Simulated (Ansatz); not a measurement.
# doublet GeH3Br− at 6 levels

Wanted: a comparison of 6 runs (UHF/STO-3G, UHF/3-21G, UB3LYP/6-31G*, U-wB97M-V/aug-cc-pVDZ, UBHLYP/aug-cc-pVDZ, UBLYP/aug-cc-pVDZ) of doublet GeH3Br−. 

Program for the calculation: Ansatz 0.2.0.

50 further runs of the same task are left out: 8 that didn't finish, 42 set aside as unsound or not needed.

### Step 1. Starting point

GeH3Br−: 5 atoms, total charge -1, spin state doublet. As SMILES of the parent species, `[GeH3][Br]`. The shape is that of a PBE0-D4/def2-TZVP optimisation. That shape belongs to the parent species and isn't relaxed for this state.

Bond lengths: Ge1–Br2 2.309 Å, Ge1–H3 1.532 Å, Ge1–H4 1.532 Å, Ge1–H5 1.532 Å. Angles: Br2–Ge1–H3 107.2°, Br2–Ge1–H4 107.2°, Br2–Ge1–H5 107.2°, H3–Ge1–H4 111.7°, H3–Ge1–H5 111.7°, H4–Ge1–H5 111.7°.

### Step 2. The energy at UHF/STO-3G (run 1)

Contents of input.yaml:

```yaml
basis:
  gaussian: {orbitals: STO-3G}
crystal:
  periodic: [false, false, false]
  atoms:
    - {symbol: Ge, position_ang: [0.139040, 0.013690, -0.129150]}
    - {symbol: Br, position_ang: [-1.548450, -0.152490, 1.438270]}
    - {symbol: H, position_ang: [0.128210, 1.452190, -0.655100]}
    - {symbol: H, position_ang: [-0.172230, -0.995930, -1.238090]}
    - {symbol: H, position_ang: [1.453450, -0.317450, 0.584070]}
total_charge: -1
magnetization: {spin_polarized: true, initial_magnetization: 1}
hamiltonian: {xc: hf}
accuracy: high
output: {orbitals: {seedname: orbitals}}
```

Run with:

```console
$ ansatz run input.yaml --threads 1 --pin off --max-ram 3480MiB --events-out events.jsonl --progress --plain --runs-dir runs
```

The program printed:

```text
Warning: RAYON_NUM_THREADS=1 ignored (pool sized by the plan → 1); use --threads N
Functional definition: HF
  name "HF"
  exchange = exact_x
  correlation = 0
533 factors; integrals over basis functions are off by at most 7.8e-9 eV
mean field evaluation 1: about -125115.0023 eV, gradient 4.8e0 eV
mean field evaluation 2: about -125115.0844 eV, gradient 4.8e0 eV
mean field evaluation 4: about -125115.5217 eV, gradient 7.5e-1 eV
mean field evaluation 8: about -125115.5503 eV, gradient 7.2e-3 eV
mean field -125115.55025378 eV, -4597.9116654606 hartree, gradient 8.5e-8 eV, S^2 0.757129; 0 other end points of the search recorded, 0 dependent functions left out
reference -125115.55025378 eV, -4597.9116654606 hartree; 36, 35 occupied and 3, 4 virtual orbitals, 533 factors
Total energy: -125115.55025378 eV, -4597.9116654606 hartree
```

It took 0.54 s on 1 thread of Arm Neoverse V1, shared host; peak memory 0.11 GiB.

### Step 3. The energy at UHF/3-21G (run 2)

Contents of job.yaml:

```yaml
crystal:
  periodic: [false, false, false]
  atoms:
    - {symbol: Ge, position_ang: [0.139040, 0.013690, -0.129150]}
    - {symbol: Br, position_ang: [-1.548450, -0.152490, 1.438270]}
    - {symbol: H, position_ang: [0.128210, 1.452190, -0.655100]}
    - {symbol: H, position_ang: [-0.172230, -0.995930, -1.238090]}
    - {symbol: H, position_ang: [1.453450, -0.317450, 0.584070]}
basis:
  gaussian: {orbitals: 3-21G-spherical.json}
total_charge: -1
magnetization: {spin_polarized: true, initial_magnetization: 1}
hamiltonian: {xc: hf}
accuracy: high
output: {orbitals: {seedname: orbitals}}
```

The basis set 3-21G is read from a file made from the Basis Set Exchange's data (not shown).

Run with:

```console
$ ansatz run job.yaml --threads 1 --pin off --max-ram 3480MiB --events-out events.jsonl --progress --plain --runs-dir runs
```

The program printed:

```text
Warning: RAYON_NUM_THREADS=1 ignored (pool sized by the plan → 1); use --threads N
[... 4 set-up lines as earlier in the session ...]
773 factors; integrals over basis functions are off by at most 1.1e-8 eV
mean field evaluation 1: about -125907.8424 eV, gradient 7.8e0 eV
mean field evaluation 2: about -125907.8752 eV, gradient 7.8e0 eV
mean field evaluation 4: about -125908.4765 eV, gradient 6.5e-1 eV
mean field evaluation 8: about -125908.4875 eV, gradient 9.2e-4 eV
mean field -125908.48748022 eV, -4627.0515710599 hartree, gradient 8.0e-8 eV, S^2 0.761836; 0 other end points of the search recorded, 0 dependent functions left out
reference -125908.48748022 eV, -4627.0515710599 hartree; 36, 35 occupied and 14, 15 virtual orbitals, 773 factors
Total energy: -125908.48748022 eV, -4627.0515710599 hartree
```

It took 0.89 s on 1 thread of Arm Neoverse V1, shared host; peak memory 0.14 GiB.

Runs 3 to 5 aren't shown in full; the table further down has their settings and results.

### Step 4. The energy at UBLYP/aug-cc-pVDZ (run 6)

input.yaml, as its differences from that of step 2:

```diff
@@ -1,3 +1 @@
-basis:
-  gaussian: {orbitals: STO-3G}
 crystal:
@@ -10,5 +8,11 @@
     - {symbol: H, position_ang: [1.453450, -0.317450, 0.584070]}
+basis:
+  gaussian:
+    orbitals: aug-cc-pVDZ
 total_charge: -1
-magnetization: {spin_polarized: true, initial_magnetization: 1}
-hamiltonian: {xc: hf}
+magnetization:
+  spin_polarized: true
+  initial_magnetization: 1
+hamiltonian:
+  xc: {name: BLYP}
 accuracy: high
```

Run with:

```console
$ ansatz run input.yaml --threads 1 --pin off --max-ram 3480MiB --events-out events.jsonl --progress --plain --runs-dir runs
```

The program printed:

```text
Warning: RAYON_NUM_THREADS=1 ignored (pool sized by the plan → 1); use --threads N
Functional definition: BLYP
  name "BLYP"
  parameter beta = 0.0042
  parameter a = 0.04918
  parameter b = 0.132
  parameter c = 0.2533
  parameter d = 0.349
  exchange = b88_x(beta = beta)
  correlation = lyp_c(a = a, b = b, c = c, d = d)
1966 factors; integrals over basis functions are off by at most 4.5e-9 eV
mean field evaluation 1: about -126611.4104 eV, gradient 2.1e1 eV
mean field evaluation 2: about -126607.7290 eV, gradient 3.0e1 eV
mean field evaluation 4: about -126614.3147 eV, gradient 2.4e0 eV
mean field evaluation 8: about -126614.3683 eV, gradient 3.1e-2 eV
mean field evaluation 16: about -126614.3683 eV, gradient 2.6e-5 eV
mean field evaluation 32: about -126614.1313 eV, gradient 1.7e0 eV
mean field -126614.36832906 eV, -4652.9922137918 hartree, gradient 9.3e-8 eV, S^2 0.750201; 7 other end points of the search recorded, 0 dependent functions left out
reference -126614.36836538 eV, -4652.9922151263 hartree; 36, 35 occupied and 63, 64 virtual orbitals, 1966 factors
Total energy: -126614.36836538 eV, -4652.9922151263 hartree
```

It took 25 s on 1 thread of Arm Neoverse V1, shared host; peak memory 0.35 GiB.

### Step 5. Overview of the runs

```csv
run,level,energy (Eh),HOMO energy (eV),LUMO energy (eV),⟨S²⟩,wall time
1,UHF/STO-3G,-4597.911665,8.01,18.56,0.757,0.54 s
2,UHF/3-21G,-4627.051571,1.99,9.39,0.762,0.89 s
3,UB3LYP/6-31G* (spherical functions),-4652.428518,3.14,4.89,0.751,11 s
4,U-wB97M-V/aug-cc-pVDZ,-4652.643140,0.54,3.61,0.751,4.9 min
5,UBHLYP/aug-cc-pVDZ,-4652.887070,1.22,3.06,0.751,31 s
6,UBLYP/aug-cc-pVDZ,-4652.992215,1.88,2.25,0.750,25 s
```

### Step 6. Outcome

| quantity | value |
| --- | --- |
| run 6: total energy | -4652.99222 Eh |
| run 6: HOMO energy (highest over α and β) | 1.88 eV |
| run 6: LUMO energy (lowest over α and β) | 2.25 eV |
| run 6: ⟨S²⟩ | 0.750 |

Totals of different functionals can't be ranked against each other. In runs 1, 2, 3, 4, 5, 6 the HOMO lies above zero, so the outermost electron may be held by the basis alone. In run 1 the basis is minimal, so the values are rough. All runs together took 6 min, the longest 4.9 min.
